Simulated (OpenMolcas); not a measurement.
# Co²⁺ among point charges: CASSCF levels and susceptibility

Aim: the splitting of the states of Co²⁺ in the field of 6 point charges, its lowest levels with spin-orbit coupling and its magnetic susceptibility.

Program: OpenMolcas 26.06. Level of theory: state-averaged CASSCF, spin-orbit coupling by RASSI with atomic mean-field integrals. These are calculated values, not measurements, unless marked.

1 further run of the same task is left out (it didn't finish).

## 1. Starting point

```
Species                           : Co²⁺ (cobalt, Z = 27, 25 electrons)
Basis                             : ANO-RCC-VDZP [5s4p2d1f], 34 functions
Scalar Hamiltonian                : DKH2, point nucleus
Inactive shells                   : 1s 2s 2p 3s 3p
Active space                      : 7 electrons in 5 orbitals (3d)
Some configurations of this space : 3d7
Orbitals                          : optimised for each spin and parity, averaged over all roots
```

Outer shells as boxes (Hund's rule):

3d7
```
3d [↑↓][↑↓][↑ ][↑ ][↑ ]
```

The ion sits among 6 point charges of -2 e arranged as a tetragonal octahedron (D4h), 1.62 Å from the ion, with the axial distance 1.604 Å. The active orbitals were held to one l.

Each step is its own input file, run in one work folder so that later steps find the files of earlier ones. Labels, J, g values, rates, χT and fits are worked out afterwards by a script from the matrices that RASSI stores. The input lists half of the charges; inversion (Group=XYZ) makes the rest.

## 2. GATEWAY and SEWARD: basis and integrals

Input file a.inp:

```
&GATEWAY
Coord
1

Co 0.0 0.0 0.0
Basis=ANO-RCC-VDZP
Group=XYZ
NoMove
AngMom=0.0 0.0 0.0
AMFI
XField
3 Angstrom 0
1.620000 0.000000 0.000000 -2.000000
0.000000 1.620000 0.000000 -2.000000
0.000000 0.000000 1.603800 -2.000000
&SEWARD
```

Launch:

```
$ OMP_NUM_THREADS=1 MOLCAS_MEM=1689 MOLCAS_PROJECT=a pymolcas a.inp > a.log
```

## 3. Reference wave functions, quartets of even parity, 10 roots

Input file a.inp:

```
&RASSCF
FileOrb=start.orb
Symmetry=1
Spin=4
nActEl=7 0 0
Inactive=3 6
Ras2=5 0
CIRoot=10 10 1
SDav=10
CIMx=300
Iter=120 100
PrWF=0.3
OrbListing=Nothing
MaxOrb=0
SupSym
1
10 4 5 6 7 8 11 12 13 14 15
0
>>> COPY $Project.JobIph JOB001
```

start.orb holds the contracted functions of the basis, ordered by shell, or the orbitals of the step before.

## 4. Reference wave functions, doublets of even parity, 40 roots

Input file a.inp:

```
&RASSCF
FileOrb=start.orb
Symmetry=1
Spin=2
nActEl=7 0 0
Inactive=3 6
Ras2=5 0
CIRoot=40 40 1
SDav=40
CIMx=300
Iter=120 100
PrWF=0.3
OrbListing=Nothing
MaxOrb=0
SupSym
1
10 4 5 6 7 8 11 12 13 14 15
0
>>> COPY $Project.JobIph JOB002
```

## 5. State interaction with spin-orbit coupling

Input file a.inp:

```
&RASSI
NrOfJobIphs=2 10 40
1 2 3 4 5 6 7 8 9 10
1 2 3 4 5 6 7 8 9 10 11 12 13 14 15 16 17 18 19 20 21 22 23 24 25 26 27
28 29 30 31 32 33 34 35 36 37 38 39 40
IphNames
JOB001
JOB002
EJob
SpinOrbit
DIPRint=1.0
SOCoupling=1000.0
Subsets=2
Property=9
'ANGMOM' 1 'ANGMOM' 2 'ANGMOM' 3 'MLTPL  1' 1 'MLTPL  1' 2 'MLTPL  1' 3
'AMFI' 1 'AMFI' 2 'AMFI' 3
SOProperty=3
'ANGMOM' 1 'ANGMOM' 2 'ANGMOM' 3
```

Q: Predict the outcome of this session. Wanted: spin-free ground state; first state of the same spin within the active space; lowest level; next level.

The runs gave:

| quantity | value |
| --- | --- |
| method | CASSCF |
| spin-free ground state | 4E, 2-fold in its orbital part |
| first state of the same spin within the active space | 4A2 at 291 cm⁻¹ |
| lowest level | 2-fold E1/2, g = 3.54, 3.54, 5.92 |
| next level | 294.1 cm⁻¹ |
| χT at 300 K | 3.43 cm³ K/mol |
| effective moment at 300 K | 5.24 μB |

The spin-free ground state (4E) comes to 96 % from free-ion F terms and keeps the highest spin of the shell. χT at 300 K is 3.43, against 1.88 cm³ K/mol for the spin alone, so orbital moment adds to it. An active space of the d shell alone favours high spin; real ions in strong fields can be low spin. The field of point charges can differ much from that of real complexes. With metal d orbitals alone active, the gaps between spin states are rough; where two lie within a few thousand cm-1, their order is open. Point charges carry no covalency, so the field is a model and not that of real ligands.
